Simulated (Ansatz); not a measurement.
**Fe: how the settings move a single-point run**

How sensitive is a single-point run of Fe to its settings? A reference run comes first, then one run with altered input.

Computed with Ansatz 0.2.0 (reference: DFT, r2SCAN, PAW with Ansatz's default frozen-core files, scalar-relativistic, unless a step's input says otherwise).

**1. Starting point**

Symmetry: Fmmm, No. 69, orthorhombic system. The conventional cell has a = 2.997 Å, b = 3.883 Å, c = 3.930 Å, α = 90.00°, β = 90.00°, γ = 90.00°. Around Fe (site symmetry mmm) lie 12 Fe at 2.45 to 2.76 Å.

Coordinates:

```xyz
2
Lattice="-1.4984 0.0000 1.9651 1.4984 0.0000 1.9651 0.0000 3.8835 0.0000" Properties=species:S:1:pos:R:3 pbc="T T T"
Fe    0.0000    0.0000    0.0000
Fe    0.0000    1.9417    1.9651
```

**2. The reference run**

File input.yaml:

```yaml
crystal:
  lattice:
    - [-1.4984397099, 0.0, 1.9651051623]
    - [1.4984397099, 0.0, 1.9651051623]
    - [0.0, 3.8834793812, 0.0]
  atoms:
    - { symbol: Fe, position: [0.0, 0.0, 0.0], spin: 3.0 }
    - { symbol: Fe, position: [0.5, 0.5, 0.5], spin: -3.0 }
magnetization:
  spin_polarized: true
kpoints:
  mp_grid: { grid: [11, 11, 7] }
scf:
  occupations: { method: fermi_dirac, width: 0.1 }
  lower_state_search: "off"
hamiltonian:
  xc: r2scan
  pseudopotentials: { kind: paw }
output:
  forces: true
  stress: true
  eigenvalues: true
  populations: true
  write_density: true
  write_potential: true
  elf: true
  volumetric_format: npy
```

Command:

```sh
> ansatz run input.yaml --threads 1 --pin off --max-ram 3072MiB --backend cpu --events-out ev --progress --plain --runs-dir out
```

**3. Changed: ecutrho_ratio 8**

Edit input.yaml of step 2 so:

```diff
@@ -27 +27,3 @@
   volumetric_format: npy
+basis:
+  ecutrho_ratio: 8
```

Before running it: what results should come out? Wanted: for each run, ending; energy change; pressure; abs. moment; force.

**Answer**, as computed:

```tsv
run	ending	energy change	pressure (GPa)	abs. moment (μB)	force (eV/Å)	cycles	time
reference	converged	0	0.8	5.05	0.00	15	26 s
1: ecutrho_ratio 8	converged	0.0 meV/atom	0.8	5.05	0.00	16	56 s
```

Residual by cycle in the longest SCF loop of each run; runs are numbered as in the table. The quantity is the density residual dr2, in eV.

```tsv
cycle	reference	run 1
1	0.829	0.829
2	0.154	0.154
4	0.00293	0.00304
5	0.00171	0.00933
6	1.8e-4	0.00221
8	3.8e-4	2.0e-4
9	1.8e-5	3.8e-4
11	1.4e-5	6.7e-5
12	2.2e-6	8.7e-6
13	5.2e-8	9.9e-7
15	1.1e-9	2.2e-7
16	-	2.2e-8
```

Changing the numerical grids leaves the energy as it was (0.0 meV/atom). Cost: 16 SCF cycles against 15, 56 s against 26 s.
